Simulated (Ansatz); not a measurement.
# MnPt2: the cost of one run

Method: DFT PBE, scalar-relativistic, plane waves, PAW, in Ansatz 0.2.0.

**1. Starting point**

The structure is tetragonal, space group P4mm (No. 99). The conventional cell has a = 3.163 Å, b = 3.163 Å, c = 4.343 Å, α = 90.00°, β = 90.00°, γ = 90.00°. Mn (site symmetry 4mm) has 1 Pt at 2.01 Å as nearest neighbours. Pt (site symmetry 4mm) has 4 Pt at 2.27 Å as nearest neighbours. Around Pt (site symmetry 4mm) lie 2 Mn at 2.01 to 2.33 Å and 4 Pt at 2.27 Å.

As a file:

```cif
data_structure
_symmetry_space_group_name_H-M 'P4mm'
_symmetry_Int_Tables_number 99
_cell_length_a 3.1634
_cell_length_b 3.1634
_cell_length_c 4.3429
_cell_angle_alpha 90.000
_cell_angle_beta 90.000
_cell_angle_gamma 90.000
_cell_volume 43.46
loop_
_atom_site_label
_atom_site_type_symbol
_atom_site_symmetry_multiplicity
_atom_site_Wyckoff_symbol
_atom_site_fract_x
_atom_site_fract_y
_atom_site_fract_z
_atom_site_occupancy
Mn1 Mn 1 b 0.50000 0.50000 0.34495 1
Pt1 Pt 1 a 0.00000 0.00000 0.97666 1
Pt2 Pt 1 b 0.50000 0.50000 0.88175 1
```

A structure generator made this guess: random cell by space group and Wyckoff sites (P4mm, No. 99). Lengths come from tabulated atomic sizes and are only a guess.

**2. Probe: one point on a coarse mesh**

input.yaml reads:

```yaml
crystal:
  lattice:
    - [3.16343048, 0.0, 0.0]
    - [0.0, 3.16343048, 0.0]
    - [0.0, 0.0, 4.34288473]
  atoms:
    - { symbol: Mn, position: [0.5, 0.5, 0.34495209], spin: 4.0 }
    - { symbol: Pt, position: [0.0, 0.0, 0.9766648] }
    - { symbol: Pt, position: [0.5, 0.5, 0.88174668] }
basis:
  ecutwfc: 420
kpoints:
  mp_grid: { grid: [6, 6, 4] }
hamiltonian:
  xc: pbe
scf:
  occupations: { method: gaussian, width: 0.1 }
  lower_state_search: "off"
output:
  forces: true
  stress: true
  eigenvalues: true
  populations: true
magnetization:
  spin_polarized: true
```

Launch:

```bash
ansatz run input.yaml --threads 1 --pin off --max-ram 2560MiB --backend cpu --events-out ev --progress --plain --runs-dir out
```

What time and memory should one allow on 1 thread of Intel Xeon Platinum 8488C (Sapphire Rapids), shared host?

About 10 s, with a peak of 0.43 GiB.
